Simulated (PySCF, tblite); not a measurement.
# C₃H₈F₂Si₂: geometry, infrared bands and NMR shifts

What infrared bands and NMR shifts should C₃H₈F₂Si₂ (`F[SiH2]C/C=C(\F)[SiH3]`) show?

Programs: tblite 0.8.0 and PySCF 2.14.0, with density-fitted response routines of our own. Each step states its level of theory. These are calculated values for one molecule in the gas phase, unless marked as measured. Atoms are numbered from 0 throughout.

**1. Starting geometry**

15 atoms, charge 0, multiplicity 1; geometry from: force field or distance geometry start.

Bonds of the start (Å): F0–Si1 1.62, Si1–C2 1.87, C2–C3 1.50, C3–C4 1.34, C4–F5 1.36, C4–Si6 1.84, Si1–H7 1.50, Si1–H8 1.47, C2–H9 1.10, C2–H10 1.10, C3–H11 1.10, Si6–H12 1.47, Si6–H13 1.49, Si6–H14 1.48.

**2. Geometry optimisation with GFN2-xTB**

What the job is given:

```
{"job": {"kind": "relax", "xc": "GFN2-xTB", "basis": "xTB"}, "charge": 0, "multiplicity": 1}
F     -2.259600    -2.164900     0.922300
Si    -2.534000    -0.668200     0.371900
C     -1.169400    -0.262500    -0.845700
C      0.229000    -0.327100    -0.320600
C      1.042500     0.726100    -0.184000
F      0.560900     1.942000    -0.557100
Si     2.775000     0.684400     0.436300
H     -2.511100     0.270000     1.538500
H     -3.857300    -0.632600    -0.271900
H     -1.386700     0.736500    -1.253300
H     -1.255800    -0.956100    -1.695300
H      0.579300    -1.331200    -0.031000
H      3.707900     1.259700    -0.546800
H      2.892600     1.446300     1.705600
H      3.182200    -0.714300     0.709200
```

Started as:

```sh
$ OMP_NUM_THREADS=1 python probes_run.py task.json out
```

One launch serves the whole session: the jobs run in the order shown.

**Question.** This job is followed by: GFN2-xTB harmonic vibrations, gas phase; GIAO PBE0/pcSseg-1 NMR shielding, non-relativistic, gas phase. What will the session give for the following? strongest single infrared mode (GFN2-xTB); zero-point energy (GFN2-xTB); ¹³C shifts against TMS (PBE0/pcSseg-1); ¹H shifts against TMS (PBE0/pcSseg-1, means over atoms taken as alike); ¹⁹F shifts against CFCl3 (PBE0/pcSseg-1); ²⁹Si shifts against TMS (PBE0/pcSseg-1).

As calculated:

| quantity | value |
| --- | --- |
| strongest single infrared mode (GFN2-xTB) | 2330 cm⁻¹, 372 km/mol |
| zero-point energy (GFN2-xTB) | 59.1 kcal/mol |
| ¹³C shifts against TMS (PBE0/pcSseg-1) | 169.1, 129.4, 18.5 ppm |
| ¹H shifts against TMS (PBE0/pcSseg-1, means over atoms taken as alike) | 5.81, 5.19, 4.24, 2.06 ppm |
| ¹⁹F shifts against CFCl3 (PBE0/pcSseg-1) | -108.4, -227.3 ppm |
| ²⁹Si shifts against TMS (PBE0/pcSseg-1) | 9.2, -80.2 ppm |

The optimisation took 87 steps and gained 0.143 eV; among the close pairs (by a distance rule), C4–Si6 changed most, from 1.841 to 1.887 Å. No mode is imaginary among the 39: a minimum at this level. The strongest single mode, at 2330 cm⁻¹, moves mainly H8. GFN2-xTB is a fitted tight-binding method: band positions and strengths are rough. Its intensities can rank the bands wrongly. The most deshielded hydrogen is H11 (hydrogen on an alkene CH), at 5.81 ppm: olefinic region. At PBE0/pcSseg-1: Shielding is most anisotropic at F5 (span 273 ppm, paramagnetic term -198 ppm).
